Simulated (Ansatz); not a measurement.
# GaH5NOSi radical: up Jacob's ladder to CCSD(T)

One table from this session's results is given with a row withheld; the runs are named, their logs left out.

Method: functionals in def2-TZVPP, the program's frozen cores in correlated methods; program: Ansatz 0.2.0, Gaussian basis.

The runs, in order: LDA (SPW92), PBE-D4, revPBE-D4, BLYP-D4, r2SCAN-D4, B97M-V, PBE0-D4, B3LYP-D4, r2SCANh-D4, r2SCAN0-D4, HSE06-D4, BHLYP-D4, CAM-B3LYP-D4, LC-ωPBE, ωB97X-V, ωB97M-V, B2PLYP, PBE-QIDH; CCSD(T)/def2-SVP; CCSD(T)/def2-TZVPP; MP2/def2-QZVPP; extrapolation to the limit; RPA on PBE.

## Structure used throughout

An earlier PBE0-D4 in a triple-zeta def2 set relaxation fixed the geometry.

SMILES `[NH2][Ga][O][SiH3]`, 9 atoms, charge 0, spin multiplicity 2.

Atoms are counted from 1 here; the program's logs count them from 0.

Bond lengths: N1–Ga2 1.839 Å, N1–H5 1.008 Å, N1–H6 1.011 Å, Ga2–O3 1.797 Å, O3–Si4 1.630 Å, Si4–H7 1.488 Å, Si4–H8 1.492 Å, Si4–H9 1.488 Å. Angles: Ga2–N1–H5 119.1°, Ga2–N1–H6 116.7°, H5–N1–H6 110.8°, N1–Ga2–O3 113.3°, Ga2–O3–Si4 140.6°, O3–Si4–H7 109.8°, O3–Si4–H8 111.7°, O3–Si4–H9 110.3°, H7–Si4–H8 108.2°, H7–Si4–H9 108.6°, H8–Si4–H9 108.1°.

Set-up of the first run:

in.yaml

```yaml
crystal:
  periodic: [false, false, false]
  atoms:
    - {symbol: N, position_ang: [-0.167092, 2.531588, -0.817159]}
    - {symbol: Ga, position_ang: [0.778462, 1.175193, -0.012937]}
    - {symbol: O, position_ang: [-0.138739, -0.367118, 0.086567]}
    - {symbol: Si, position_ang: [-0.008000, -1.872674, 0.696436]}
    - {symbol: H, position_ang: [0.325825, 3.351534, -1.135583]}
    - {symbol: H, position_ang: [-0.876207, 2.257433, -1.484109]}
    - {symbol: H, position_ang: [-0.235667, -2.874425, -0.380085]}
    - {symbol: H, position_ang: [1.342525, -2.114709, 1.281515]}
    - {symbol: H, position_ang: [-1.021096, -2.086821, 1.765355]}
basis:
  gaussian: {orbitals: def2-TZVPP}
magnetization: {spin_polarized: true, initial_magnetization: 1}
hamiltonian: {xc: lda}
output: {orbitals: {seedname: orbitals}}
```

Steps of the session up to this table: LDA; PBE-D4 (GGA); revPBE-D4 (GGA); BLYP-D4 (GGA); r2SCAN-D4 (meta-GGA); B97M-V (meta-GGA); PBE0-D4 (hybrid); B3LYP-D4 (hybrid); r2SCANh-D4 (hybrid); r2SCAN0-D4 (hybrid); HSE06-D4 (hybrid); BHLYP-D4 (hybrid); CAM-B3LYP-D4 (range-separated); LC-ωPBE (range-separated); ωB97X-V (range-separated); ωB97M-V (range-separated); B2PLYP (double hybrid); PBE-QIDH (double hybrid).

One of the session's tables, all rows but one given; the rest of the session is left out.

It belongs to the step «Orbital energies across the functionals». 

| functional | HOMO (eV) | LUMO (eV) | gap (eV) |
| --- | --- | --- | --- |
| LDA (SPW92) | -5.26 | -4.35 | 0.91 |
| PBE-D4 | -5.17 | -4.00 | 1.17 |
| revPBE-D4 | -5.13 | -3.85 | 1.28 |
| BLYP-D4 | -5.00 | -4.06 | 0.94 |
| r2SCAN-D4 | -5.55 | -3.62 | 1.94 |
| B97M-V | -5.35 | -4.25 | 1.10 |
| PBE0-D4 | -6.30 | -3.04 | 3.26 |
| B3LYP-D4 | ? | ? | ? |
| r2SCANh-D4 | -5.97 | -3.30 | 2.67 |
| r2SCAN0-D4 | -6.59 | -2.83 | 3.75 |
| HSE06-D4 | -5.90 | -3.42 | 2.48 |
| BHLYP-D4 | -7.26 | -2.31 | 4.95 |
| CAM-B3LYP-D4 | -7.56 | -2.23 | 5.32 |
| LC-ωPBE | -8.92 | -0.70 | 8.22 |
| ωB97X-V | -8.44 | -1.15 | 7.29 |
| ωB97M-V | -8.37 | -1.37 | 7.00 |

**Question.** Estimate the row for B3LYP-D4.

Worked estimate for «HOMO (eV)». Against the share of exact exchange, BLYP-D4 (0, -5.00), BHLYP-D4 (0.5, -7.26) give a slope of -4.52 per unit share; at 0.2 the line stands at -5.90.

As computed: HOMO (eV): -6.06; LUMO (eV): -3.50; gap (eV): 2.56. In «HOMO (eV)» the line misses by +0.16.
